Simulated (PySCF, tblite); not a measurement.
# C7H6N4Si: geometry, infrared bands and NMR shifts

Wanted: the infrared bands and NMR shifts of C7H6N4Si (`N#Cc1cccc2nn([SiH3])nc12`), by calculation.

The runs use tblite 0.8.0 and PySCF 2.14.0, with density-fitted response routines of our own; the level of theory stands in each step. All values are computed, except where a source is named. Atoms count from 0, in the outputs and in this text.

### Step 1. The molecule as given

18 atoms, charge 0, multiplicity 1; geometry from: force field or distance geometry start.

Bonds of the start (Å): N0–C1 1.15, C1–C2 1.43, C2–C3 1.39, C3–C4 1.43, C4–C5 1.41, C5–C6 1.41, C6–N7 1.34, N7–N8 1.35, N8–Si9 1.80, N8–N10 1.35, N10–C11 1.35, C11–C2 1.42, C11–C6 1.46, C3–H12 1.08, C4–H13 1.09, C5–H14 1.08, Si9–H15 1.49, Si9–H16 1.49, Si9–H17 1.49.

### Step 2. Geometry optimisation with GFN2-xTB

Job settings and geometry (Å):

```
{"job": {"kind": "relax", "xc": "GFN2-xTB", "basis": "xTB"}, "charge": 0, "multiplicity": 1}
N      2.177400     3.083300    -1.553700
C      1.889500     2.069700    -1.083000
C      1.635400     0.795500    -0.480800
C      2.628300    -0.123500    -0.150800
C      2.336100    -1.391600     0.453000
C      1.022100    -1.818500     0.734400
C      0.014900    -0.896700     0.397500
N     -1.306700    -1.011300     0.558300
N     -1.771400     0.150900     0.064400
Si    -3.533200     0.521800     0.035000
N     -0.869400     1.036900    -0.404700
C      0.299800     0.401900    -0.205200
H      3.668600     0.121300    -0.324100
H      3.170600    -2.059000     0.680300
H      0.806300    -2.770300     1.187400
H     -4.000700     0.770300    -1.352900
H     -3.835100     1.735300     0.853900
H     -4.341400    -0.609800     0.579200
```

Run with:

```console
OMP_NUM_THREADS=1 python probes_run.py task.json out
```

This one command runs all jobs of the session in turn.

**Question.** This job is followed by: GFN2-xTB harmonic vibrations, gas phase; GIAO PBE0/pcSseg-1 NMR shielding, non-relativistic, gas phase. Predict these results of the whole session: strongest single infrared mode (GFN2-xTB); zero-point energy (GFN2-xTB); 13C shifts against TMS (PBE0/pcSseg-1); 1H shifts against TMS (PBE0/pcSseg-1, means over atoms taken as alike); 15N shifts against NH3 (PBE0/pcSseg-1); 29Si shifts against TMS (PBE0/pcSseg-1).

**Answer**, as computed:

| quantity | value |
| --- | --- |
| strongest single infrared mode (GFN2-xTB) | 782 cm⁻¹, 421 km/mol |
| zero-point energy (GFN2-xTB) | 72.3 kcal/mol |
| 13C shifts against TMS (PBE0/pcSseg-1) | 152.8, 150.5, 140.2, 130.7, 130.5, 121.9, 108.0 ppm |
| 1H shifts against TMS (PBE0/pcSseg-1, means over atoms taken as alike) | 8.55, 8.19, 7.82, 5.58 ppm |
| 15N shifts against NH3 (PBE0/pcSseg-1) | 377.4, 365.9, 327.2, 292.5 ppm |
| 29Si shifts against TMS (PBE0/pcSseg-1) | -38.8 ppm |

What this shows: Over 34 steps the energy fell by 0.338 eV; of the close pairs, C4–C5 changed most, 1.410 to 1.370 Å. All 48 modes are real, so the xTB geometry is a minimum. The strongest single mode, at 782 cm⁻¹, moves mainly H15 and H16. Unscaled tight-binding wavenumbers are off by several per cent, some by more. Its intensities can rank the bands wrongly. NICS(1)zz of -25 ppm above the planar ring from C2 marks a diatropic (aromatic) ring current. NICS(1)zz of -40 ppm above the planar ring from C6 marks a diatropic (aromatic) ring current.
